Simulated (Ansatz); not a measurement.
# CH₈AlBOSi: up Jacob's ladder to CCSD(T)

An exercise on one series of results from a longer session: the logs are not shown, and one member is left open.

Computed with Ansatz 0.2.0, Gaussian basis. Level: functionals in def2-TZVPP, the program's frozen cores in correlated methods.

Plan: PBE-D4, r2SCAN-D4, PBE0-D4, B3LYP-D4, ωB97X-V, ωB97M-V, B2PLYP; CCSD(T)/def2-TZVPP; MP2/def2-QZVPP; extrapolation to the limit.

### Structure used throughout

An earlier PBE0-D4 in a triple-zeta def2 set relaxation fixed the geometry.

SMILES `CO[B]([AlH2])[SiH3]`, 13 atoms, charge 0, spin multiplicity 1.

Atoms are counted from 1 here; the program's logs count them from 0.

Bond lengths: C1–O2 1.411 Å, C1–H6 1.092 Å, C1–H7 1.091 Å, C1–H8 1.097 Å, O2–B3 1.345 Å, B3–Al4 2.157 Å, B3–Si5 2.043 Å, Al4–H9 1.595 Å, Al4–H10 1.596 Å, Si5–H11 1.494 Å, Si5–H12 1.490 Å, Si5–H13 1.494 Å. Angles: O2–C1–H6 109.1°, O2–C1–H7 109.0°, O2–C1–H8 111.0°, H6–C1–H7 109.1°, H6–C1–H8 109.4°, H7–C1–H8 109.3°, C1–O2–B3 124.3°, O2–B3–Al4 127.9°, O2–B3–Si5 115.2°, Al4–B3–Si5 116.9°, B3–Al4–H9 121.4°, B3–Al4–H10 121.2°, H9–Al4–H10 117.0°, B3–Si5–H11 110.1°, B3–Si5–H12 115.0°, B3–Si5–H13 108.7°, H11–Si5–H12 108.2°, H11–Si5–H13 106.2° and more.

The first run:

Input file in.yaml:

```yaml
crystal:
  periodic: [false, false, false]
  atoms:
    - {symbol: C, position_ang: [-2.222887, -0.047849, -0.363121]}
    - {symbol: O, position_ang: [-1.020616, 0.690043, -0.340308]}
    - {symbol: B, position_ang: [0.176618, 0.176979, -0.003033]}
    - {symbol: Al, position_ang: [0.626598, -1.835725, 0.628646]}
    - {symbol: Si, position_ang: [1.744654, 1.481296, -0.114785]}
    - {symbol: H, position_ang: [-2.621616, -0.048193, -1.379268]}
    - {symbol: H, position_ang: [-2.944514, 0.428710, 0.302763]}
    - {symbol: H, position_ang: [-2.055811, -1.082230, -0.037502]}
    - {symbol: H, position_ang: [1.284062, -2.891731, -0.369746]}
    - {symbol: H, position_ang: [0.486266, -2.274129, 2.156891]}
    - {symbol: H, position_ang: [2.730126, 1.191654, 0.969905]}
    - {symbol: H, position_ang: [1.372695, 2.922187, -0.032461]}
    - {symbol: H, position_ang: [2.464824, 1.254189, -1.403382]}
basis:
  gaussian: {orbitals: def2-TZVPP}
hamiltonian: {xc: pbe, dispersion: d4}
output: {forces: true, orbitals: {seedname: orbitals}}
```

On the command line:

```
ansatz run in.yaml --threads 4 --pin off --events-out ev --progress --plain --max-ram 10444MiB
```

Steps of the session up to this table: PBE-D4 (GGA); r2SCAN-D4 (meta-GGA); PBE0-D4 (hybrid); B3LYP-D4 (hybrid); ωB97X-V (range-separated); ωB97M-V (range-separated); B2PLYP (double hybrid); CCSD(T) in def2-TZVPP; MP2 in def2-QZVPP.

One of the session's tables, all rows but one given; the rest of the session is left out.

It belongs to the step «Atomisation energies». 

| method | atomisation energy (kJ/mol) |
| --- | --- |
| PBE-D4 | 4281.7 |
| r2SCAN-D4 | 4267.0 |
| PBE0-D4 | 4232.4 |
| B3LYP-D4 | 4256.3 |
| ωB97X-V | 4273.8 |
| ωB97M-V | 4258.1 |
| B2PLYP | 4199.4 |
| HF/def2-TZVPP | 3188.7 |
| MP2/def2-TZVPP | 4166.2 |
| CCSD/def2-TZVPP | 4094.6 |
| CCSD(T)/def2-TZVPP | 4145.1 |
| MP2/CBS | 4266.9 |
| CCSD(T)/CBS | ? |

Estimate the missing values for CCSD(T)/CBS.

As computed: atomisation energy (kJ/mol): 4245.8. In the column «atomisation energy (kJ/mol)» it lies between PBE0-D4 (4232.4) and B3LYP-D4 (4256.3).

Caveats from the session: Free atoms (1 C, 1 O, 1 B, 1 Al, 1 Si, 8 H) were run apart at each level; the atomisation energy is their sum less the molecule, without zero-point or spin-orbit terms.
